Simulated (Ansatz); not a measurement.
# CH₄F₃NSi: small, medium and large basis sets

An exercise on one series of results from a longer session: the logs are not shown, and one member is left open.

Computed with Ansatz 0.2.0, Gaussian basis. Level: one geometry, several basis sets.

Levels to be run: PBE0-D4/def2-SVP; ωB97M-V/def2-SVP; PBE0-D4/def2-QZVPP; ωB97M-V/def2-QZVPP; the functionals' def2-TZVPP values are taken from earlier runs.

## The relaxed structure

An earlier PBE0-D4 in a triple-zeta def2 set relaxation fixed the geometry.

SMILES `CN[Si](F)(F)F`, 10 atoms, charge 0, spin multiplicity 1.

Atoms are counted from 1 here; the program's logs count them from 0.

Bond lengths: C1–N2 1.451 Å, C1–H7 1.093 Å, C1–H8 1.091 Å, C1–H9 1.094 Å, N2–Si3 1.670 Å, N2–H10 1.006 Å, Si3–F4 1.577 Å, Si3–F5 1.575 Å, Si3–F6 1.580 Å. Angles: N2–C1–H7 111.0°, N2–C1–H8 109.8°, N2–C1–H9 112.5°, H7–C1–H8 107.1°, H7–C1–H9 108.6°, H8–C1–H9 107.7°, C1–N2–Si3 125.8°, C1–N2–H10 114.9°, Si3–N2–H10 118.5°, N2–Si3–F4 111.1°, N2–Si3–F5 108.9°, N2–Si3–F6 115.4°, F4–Si3–F5 109.9°, F4–Si3–F6 104.5°, F5–Si3–F6 106.8°.

Set-up of the first run:

Input file in.yaml:

```yaml
crystal:
  periodic: [false, false, false]
  atoms:
    - {symbol: C, position_ang: [0.192067, -1.053974, 0.940311]}
    - {symbol: N, position_ang: [0.609540, 0.071871, 0.126137]}
    - {symbol: Si, position_ang: [-0.361535, 0.924460, -0.931261]}
    - {symbol: F, position_ang: [-1.157916, -0.049902, -1.881487]}
    - {symbol: F, position_ang: [0.542560, 1.889525, -1.787086]}
    - {symbol: F, position_ang: [-1.475471, 1.819656, -0.258120]}
    - {symbol: H, position_ang: [0.924823, -1.863533, 0.893336]}
    - {symbol: H, position_ang: [-0.751450, -1.452765, 0.563594]}
    - {symbol: H, position_ang: [0.041928, -0.779085, 1.989021]}
    - {symbol: H, position_ang: [1.518456, 0.442645, 0.348456]}
basis:
  gaussian: {orbitals: def2-SVP}
hamiltonian: {xc: pbe0, dispersion: d4}
output: {orbitals: {seedname: orbitals}}
```

Among the steps run: PBE0-D4 in def2-SVP; ωB97M-V in def2-SVP; PBE0-D4 in def2-QZVPP; ωB97M-V in def2-QZVPP.

One of the session's tables, all rows but one given; the rest of the session is left out.

It belongs to the step «Functionals by basis». 

```
functional       basis  HOMO (eV)  LUMO (eV)
   PBE0-D4    def2-SVP      -7.65       1.17
   PBE0-D4  def2-TZVPP      -7.79       0.64
   PBE0-D4  def2-QZVPP      -7.83       0.22
   ωB97M-V    def2-SVP          ?          ?
   ωB97M-V  def2-TZVPP     -10.16       2.13
   ωB97M-V  def2-QZVPP     -10.20       1.39
```

Estimate the missing values for ωB97M-V, def2-SVP.

The run gave: HOMO (eV): -10.01; LUMO (eV): 2.86. In the column «HOMO (eV)» it lies between ωB97M-V, def2-TZVPP (-10.16) and PBE0-D4, def2-QZVPP (-7.83).
